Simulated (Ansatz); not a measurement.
# Os: the cost of one run

Computed with Ansatz 0.2.0 (DFT PBEsol, scalar-relativistic, unless a step's input says otherwise).

### Step 1. The structure to begin with

Symmetry: Fm-3m, No. 225, cubic system. The conventional cell has a = 3.890 Å, b = 3.890 Å, c = 3.890 Å, α = 90.00°, β = 90.00°, γ = 90.00°. Around Os (site symmetry m-3m) lie 12 Os at 2.75 Å.

Coordinates:

```
CELL_PARAMETERS angstrom
0.00000 1.94500 1.94500
1.94500 0.00000 1.94500
1.94500 1.94500 0.00000
ATOMIC_POSITIONS crystal
Os 0.00000 0.00000 0.00000
```

### Step 2. The deformed structure

Space group Fm-3m before, I4/mmm after.

### Step 3. LAPW, all electrons

The input, input.yaml:

```yaml
crystal:
  lattice:
    - [0.0, 1.96445, 1.945]
    - [1.96445, 0.0, 1.945]
    - [1.96445, 1.96445, 0.0]
  atoms:
    - { symbol: Os, position: [0.0, 0.0, 0.0] }
kpoints:
  mp_grid: { grid: [14, 14, 14] }
  band_path:
    path:
      - [0.0, 0.0, 0.0]
      - [0.0, 0.5, 0.5]
      - [0.25, 0.75, 0.5]
      - [0.0, 0.5, 0.0]
      - [0.0, 0.0, 0.0]
      - [0.5, 0.5, 0.0]
      - [0.3775125, 0.6224875, 0.0]
      - [-0.3775125, 0.3775125, 0.0]
      - [0.0, 0.0, 0.0]
    npoints: 5
scf:
  occupations: { method: fermi_dirac, width: 0.05 }
hamiltonian:
  xc: pbesol
  pseudopotentials: { kind: all_electron, lapw: { basis_error: 0.0005 } }
output:
  forces: true
  stress: true
  eigenvalues: true
```

Run with:

```
$ ansatz run input.yaml --threads 1 --pin off --max-ram 3072MiB --backend cpu --events-out ev --progress --plain --runs-dir out
```

Q: Estimate wall time and peak memory on 1 thread of Arm Neoverse V2, shared host.

About 34 s, with a peak of 0.48 GiB.
